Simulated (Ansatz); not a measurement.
# C2H7BClN: up Jacob's ladder to CCSD(T)

One table from this session's results is given with a row withheld; the runs are named, their logs left out.

Program: Ansatz 0.2.0, Gaussian basis. Level of theory: functionals in def2-TZVPP, the program's frozen cores in correlated methods. These are calculated values, not measurements.

Levels to be run: LDA (SPW92), PBE-D4, revPBE-D4, BLYP-D4, r2SCAN-D4, B97M-V, PBE0-D4, B3LYP-D4, r2SCANh-D4, r2SCAN0-D4, HSE06-D4, BHLYP-D4, CAM-B3LYP-D4, LC-ωPBE, ωB97X-V, ωB97M-V, B2PLYP, PBE-QIDH; CCSD(T)/def2-SVP; CCSD(T)/def2-TZVPP; MP2/def2-QZVPP; extrapolation to the limit; RPA on PBE.

## Structure used throughout

An earlier PBE0-D4 in a triple-zeta def2 set relaxation fixed the geometry.

12 atoms, charge 0, spin multiplicity 1.

Atoms are counted from 1 here; the program's logs count them from 0.

Bond lengths: C1–N2 1.444 Å, C1–H6 1.094 Å, C1–H7 1.094 Å, C1–H8 1.088 Å, N2–B3 1.389 Å, N2–H9 1.008 Å, B3–C4 1.566 Å, B3–Cl5 1.788 Å, C4–H10 1.093 Å, C4–H11 1.094 Å, C4–H12 1.094 Å. Angles: N2–C1–H6 111.3°, N2–C1–H7 111.3°, N2–C1–H8 109.4°, H6–C1–H7 108.3°, H6–C1–H8 108.3°, H7–C1–H8 108.3°, C1–N2–B3 129.4°, C1–N2–H9 114.1°, B3–N2–H9 116.4°, N2–B3–C4 122.8°, N2–B3–Cl5 118.9°, C4–B3–Cl5 118.3°, B3–C4–H10 113.2°, B3–C4–H11 110.5°, B3–C4–H12 110.5°, H10–C4–H11 108.1°, H10–C4–H12 108.1°, H11–C4–H12 106.2°.

Set-up of the first run:

in.yaml

```yaml
crystal:
  periodic: [false, false, false]
  atoms:
    - {symbol: C, position_ang: [-1.556678, 0.765015, -0.933379]}
    - {symbol: N, position_ang: [-0.561303, -0.131236, -0.395072]}
    - {symbol: B, position_ang: [0.550409, 0.152507, 0.388223]}
    - {symbol: C, position_ang: [1.536610, -0.954134, 0.891822]}
    - {symbol: Cl, position_ang: [0.875350, 1.850161, 0.844488]}
    - {symbol: H, position_ang: [-1.581245, 0.720166, -2.026119]}
    - {symbol: H, position_ang: [-2.554848, 0.521581, -0.557614]}
    - {symbol: H, position_ang: [-1.320343, 1.785720, -0.638577]}
    - {symbol: H, position_ang: [-0.708774, -1.100226, -0.630129]}
    - {symbol: H, position_ang: [1.260923, -1.959044, 0.561488]}
    - {symbol: H, position_ang: [1.583694, -0.956793, 1.984740]}
    - {symbol: H, position_ang: [2.553206, -0.748916, 0.543928]}
basis:
  gaussian: {orbitals: def2-TZVPP}
hamiltonian: {xc: lda}
output: {orbitals: {seedname: orbitals}}
```

Command:

```bash
$ ansatz run in.yaml --threads 4 --pin off --events-out ev --progress --plain --max-ram 10444MiB
```

Steps of the session up to this table: LDA; PBE-D4 (GGA); revPBE-D4 (GGA); BLYP-D4 (GGA); r2SCAN-D4 (meta-GGA); B97M-V (meta-GGA); B3LYP-D4 (hybrid); r2SCANh-D4 (hybrid); r2SCAN0-D4 (hybrid); HSE06-D4 (hybrid); BHLYP-D4 (hybrid); CAM-B3LYP-D4 (range-separated); LC-ωPBE (range-separated); ωB97X-V (range-separated); ωB97M-V (range-separated); B2PLYP (double hybrid); PBE-QIDH (double hybrid).

One of the session's tables, all rows but one given; the rest of the session is left out.

It belongs to the step «Orbital energies across the functionals». 

```
  functional  HOMO (eV)  LUMO (eV)  gap (eV)
 LDA (SPW92)      -6.47      -0.45      6.01
      PBE-D4      -6.33      -0.23      6.11
   revPBE-D4      -6.28      -0.13      6.14
     BLYP-D4      -6.21      -0.07      6.13
   r2SCAN-D4      -6.59       0.13      6.72
      B97M-V      -6.67       0.17      6.85
     PBE0-D4      -7.65       0.75      8.41
    B3LYP-D4      -7.43       0.42      7.85
  r2SCANh-D4      -7.08       0.47      7.56
  r2SCAN0-D4      -7.84       0.98      8.82
    HSE06-D4      -7.25       0.38      7.64
    BHLYP-D4      -8.89       1.29     10.18
CAM-B3LYP-D4      -9.04       1.45     10.49
     LC-ωPBE          ?          ?         ?
     ωB97X-V     -10.06       2.50     12.55
     ωB97M-V      -9.95       1.99     11.94
```

**Question.** Estimate the row for LC-ωPBE.

**Answer.** HOMO (eV): -10.43; LUMO (eV): 2.70; gap (eV): 13.12. In the column «HOMO (eV)» it is the lowest.
